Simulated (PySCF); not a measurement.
# TaN(OH)2: singlet, from a T-shaped (ligand arrangement 1) start

The task is one start of a wider search on TaN(OH)2: the singlet, from a T-shaped (ligand arrangement 1) start. It is relaxed, tested by its Hessian and followed downhill if it is a saddle.

Program: PySCF 2.14.0. Level of theory: PBE0, basis Ta def2-TZVP with ECP60, N def2-TZVP, O def2-TZVP, H def2-TZVP, scalar-relativistic core potentials, no spin–orbit coupling, density fitting. These are calculated values, not measurements.

## Step 1: Starting geometry

6 atoms, charge 0, spin multiplicity 1.

Bond lengths: Ta1–N2 1.860 Å, Ta1–O3 2.090 Å, Ta1–O4 2.090 Å, O3–H5 0.960 Å, O4–H6 0.960 Å. Angles: N2–Ta1–O3 88.0°, N2–Ta1–O4 88.0°, O3–Ta1–O4 176.0°, Ta1–O3–H5 130.0°, Ta1–O4–H6 130.0°.

Coordinates in bohr (charge 0 multiplicity 1):
```
Ta    0.0000    0.0000    0.0000
N     0.0000    0.0000    3.5149
O     3.9471    0.0000    0.1378
O    -3.9471    0.0000    0.1378
H     5.1125   -1.3897    0.1786
H    -5.1125    1.3897    0.1786
```

## Step 2: First SCF at the start

One driver script runs all steps and calls PySCF; scf.py shows how it sets up the SCF of each step. The optimiser is the driver's own. After this first run the driver tries any further starts and a stability analysis.

Contents of scf.py:

```python
from pyscf import gto, scf, dft
mol = gto.M(atom='''
Ta     0.000000     0.000000     0.000000
N      0.000000     0.000000     1.860000
O      2.088700     0.000000     0.072900
O     -2.088700     0.000000     0.072900
H      2.705400    -0.735400     0.094500
H     -2.705400     0.735400     0.094500''',
    basis={'Ta': 'def2-TZVP', 'N': 'def2-TZVP', 'O': 'def2-TZVP', 'H': 'def2-TZVP'},
    ecp={'Ta': 'def2-TZVP'},
    charge=0, spin=0)
mf = dft.RKS(mol, xc='PBE0')
mf.grids.atom_grid = (50, 194)
aux = {'Ta': 'def2-universal-JKFIT', 'N': 'def2-universal-JKFIT', 'O': 'def2-universal-JKFIT', 'H': 'def2-universal-JKFIT'}
mf = mf.density_fit(auxbasis=aux)
mf.conv_tol = 1e-08
mf.diis_space = 10
mf.max_cycle = 60
mf.init_guess = 'minao'
mf.verbose = 4
mf.kernel()
```

Launch:

```
$ OMP_NUM_THREADS=4 python axn.py task.json out
```

After this run come: Relaxation: T-shaped (ligand arrangement 1) start, singlet; Is it a minimum? Harmonic modes; Following the imaginary mode; Is it a minimum? Harmonic modes.

**Question.** What will these runs give? Wanted: minimum; geometry; wavenumbers; dipole moment; highest occupied, lowest empty level; polar-tensor charge of Ta1; zero-point energy; atomisation energy.

**Answer**, as computed:

```
                                 quantity                                                                                                                           value
                                  minimum                                                                                                                     singlet, Cs
                                 geometry                        O–H 0.959 Å (×2), Ta–N 1.698 Å, Ta–O 1.923 Å (×2); H–O–Ta 121.1° (×2), N–Ta–O 105.7° (×2), O–Ta–O 110.9°
                       wavenumbers (cm⁻¹)  160 (a'), 239 (a'), 283 (a''), 542 (a''), 553 (a'), 647 (a''), 678 (a'), 705 (a'), 705 (a''), 1072 (a'), 3911 (a''), 3914 (a')
                            dipole moment                                                                                                                          3.56 D
     highest occupied, lowest empty level                                                                                                                 -6.89, -3.06 eV
               polar-tensor charge of Ta1                                                                                                                         +1.76 e
                        zero-point energy                                                                                                                     80.2 kJ/mol
                      entropy at 298.15 K                                                                                                                 318.4 J/(mol K)
atomisation energy (no zero-point energy)                                                                                                                     2430 kJ/mol
```

In words: The T-shaped (ligand arrangement 1) start (C2) ends in a minimum of Cs symmetry, after a stop at a saddle point 31.6 kJ/mol higher, from which it was pushed off along an imaginary mode. In the infrared the band at 647 cm⁻¹ (a'') leads. Other starts or spin states, not run here, may lie lower. Spin–orbit coupling, left out here, can matter for elements this heavy.
